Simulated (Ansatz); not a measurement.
# LaIn2Rh: the cost of one run

Computed with Ansatz 0.2.0 (reference: DFT r2SCAN, plane waves, PAW, scalar-relativistic, no spin polarisation, unless a step's input says otherwise).

## (1) Starting point

The structure is orthorhombic, space group Cmcm (No. 63). Conventional cell: a = 4.468 Å, b = 10.294 Å, c = 8.040 Å, α = 90.00°, β = 90.00°, γ = 90.00°. La (site symmetry m2m) has 3 Rh at 2.90 to 3.17 Å as nearest neighbours. In (site symmetry m) is surrounded by 3 Rh at 2.82 to 2.84 Å and 4 In at 3.10 to 3.21 Å. Rh (site symmetry m2m) has 6 In at 2.82 to 2.84 Å and 3 La at 2.90 to 3.17 Å as nearest neighbours.

As a file:

```xyz
8
Lattice="4.4684 0.0000 0.0000 2.2342 -5.1472 0.0000 0.0000 0.0000 -8.0404" Properties=species:S:1:pos:R:3 pbc="T T T"
La    2.2342   -4.4602   -6.0303
La    4.4684   -0.6871   -2.0101
In    2.2342   -1.4933   -7.6315
In    4.4684   -3.6539   -3.6113
In    4.4684   -3.6539   -0.4089
In    2.2342   -1.4933   -4.4290
Rh    4.4684   -2.2092   -6.0303
Rh    2.2342   -2.9380   -2.0101
```

## (2) The reference run

File input.yaml:

```yaml
crystal:
  lattice:
    - [4.46845, 0.0, 0.0]
    - [2.234225, -5.147234, 0.0]
    - [0.0, 0.0, -8.040355]
  atoms:
    - { symbol: La, position: [0.06674, 0.86652, 0.75] }
    - { symbol: La, position: [0.93326, 0.13348, 0.25] }
    - { symbol: In, position: [0.35494, 0.29012, 0.94915] }
    - { symbol: In, position: [0.64506, 0.70988, 0.44915] }
    - { symbol: In, position: [0.64506, 0.70988, 0.05085] }
    - { symbol: In, position: [0.35494, 0.29012, 0.55085] }
    - { symbol: Rh, position: [0.7854, 0.4292, 0.75] }
    - { symbol: Rh, position: [0.2146, 0.5708, 0.25] }
  symmetry: { tolerance: 0.0003 }
kpoints:
  mp_grid: { grid: [5, 5, 3], shift: [0, 0, 0] }
magnetization:
  spin_polarized: false
scf:
  occupations: { method: fermi_dirac }
hamiltonian:
  pseudopotentials: { kind: paw }
  xc: r2scan
basis:
  ecutwfc: 500
output:
  forces: true
  stress: true
  eigenvalues: true
relax:
  max_steps: 40
  cell: {}
```

The run is started by

```bash
ansatz run input.yaml --threads 1 --pin off --max-ram 2560MiB --backend cpu --events-out ev --progress --plain --runs-dir out
```

Q: Estimate wall time and peak memory on 1 thread of Intel Xeon Platinum 8259CL at 2.50GHz (Skylake/Cascade Lake), shared host.

About 3 min, with a peak of 1.1 GiB.
